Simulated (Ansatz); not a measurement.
# NaLi3S2: the cost of one run

Program: Ansatz 0.2.0. Level of theory: DFT r2SCAN, scalar-relativistic, plane waves, PAW. These are calculated values, not measurements.

1 further run of the same task is left out (set aside as unsound or not needed).

**1. Starting point**

It takes space group P-3m1 (No. 164, trigonal). Conventional cell: a = 4.079 Å, b = 4.079 Å, c = 6.720 Å, α = 90.00°, β = 90.00°, γ = 120.00°. Na (site symmetry -3m) is surrounded by 6 S at 3.02 Å and 8 Li at 3.27 to 3.36 Å. Li (site symmetry -3m) is surrounded by 6 Li at 2.59 Å and 6 S at 2.78 Å. Li (site symmetry 3m) is surrounded by 4 S at 2.39 to 2.56 Å and 3 Li at 2.59 Å. S (site symmetry 3m) is surrounded by 7 Li at 2.39 to 2.78 Å and 3 Na at 3.02 Å.

Coordinates:

```
Na Li S
1.0
     4.07905    0.00000    0.00000
    -2.03953    3.53256    0.00000
     0.00000    0.00000    6.71955
Na Li S
1 3 2
Cartesian
  0.0000 0.0000 0.0000
  0.0000 0.0000 3.3598
  2.0395 1.1775 4.4482
  0.0000 2.3550 2.2714
  2.0395 1.1775 1.8904
  0.0000 2.3550 4.8291
```

The cell was relaxed beforehand at this level, from a database cell with other species swapped in; it is a trial structure. At a tolerance of 0.02 Å it has space group P-3m1 (No. 164); it has 16.14 Å³/atom, an uncorrected energy of -1.23 eV/atom over the elements and, on its mesh, gap 3.49 eV.

**2. Level of theory: r2SCAN**

Input file input.yaml:

```yaml
crystal:
  lattice:
    - [4.0790510471, 0.0, 0.0]
    - [-2.0395255236, 3.5325618301, 0.0]
    - [0.0, 0.0, 6.7195471126]
  atoms:
    - { symbol: Na, position: [0.0, 0.0, 0.0] }
    - { symbol: Li, position: [0.0, 0.0, 0.5] }
    - { symbol: Li, position: [0.6666666667, 0.3333333333, 0.6619739517] }
    - { symbol: Li, position: [0.3333333333, 0.6666666667, 0.3380260483] }
    - { symbol: S, position: [0.6666666667, 0.3333333333, 0.2813353437] }
    - { symbol: S, position: [0.3333333333, 0.6666666667, 0.7186646563] }
basis:
  ecutwfc: 500
kpoints:
  mp_grid: { grid: [6, 6, 4] }
  band_path:
    path:
      - [[0.0, 0.0, 0.0], [0.5, 0.0, 0.0], [0.33333333, 0.33333333, 0.0], [0.0, 0.0, 0.0], [0.0, 0.0, 0.5], [0.5, 0.0, 0.5], [0.33333333, 0.33333333, 0.5], [0.0, 0.0, 0.5]]
      - [[0.5, 0.0, 0.5], [0.5, 0.0, 0.0]]
      - [[0.33333333, 0.33333333, 0.5], [0.33333333, 0.33333333, 0.0]]
    npoints: 14
hamiltonian:
  xc: r2scan
scf:
  occupations: { method: gaussian, width: 0.02 }
  n_extra_bands: 15
output:
  forces: true
  stress: true
  eigenvalues: true
  populations: true
  dos: { projected: true, de: 0.02, nscf_kmesh: { grid: [9, 9, 6] } }
  bader: true
  write_density: true
  write_potential: true
  elf: true
  volumetric_format: npy
```

On the command line:

```
> ansatz run input.yaml --threads 1 --pin off --max-ram 2560MiB --backend cpu --events-out ev --progress --plain --runs-dir out
```

What time and memory should one allow on 1 thread of AMD EPYC 9R45 (Zen 5), shared host?

About 43 s, with a peak of 0.64 GiB.
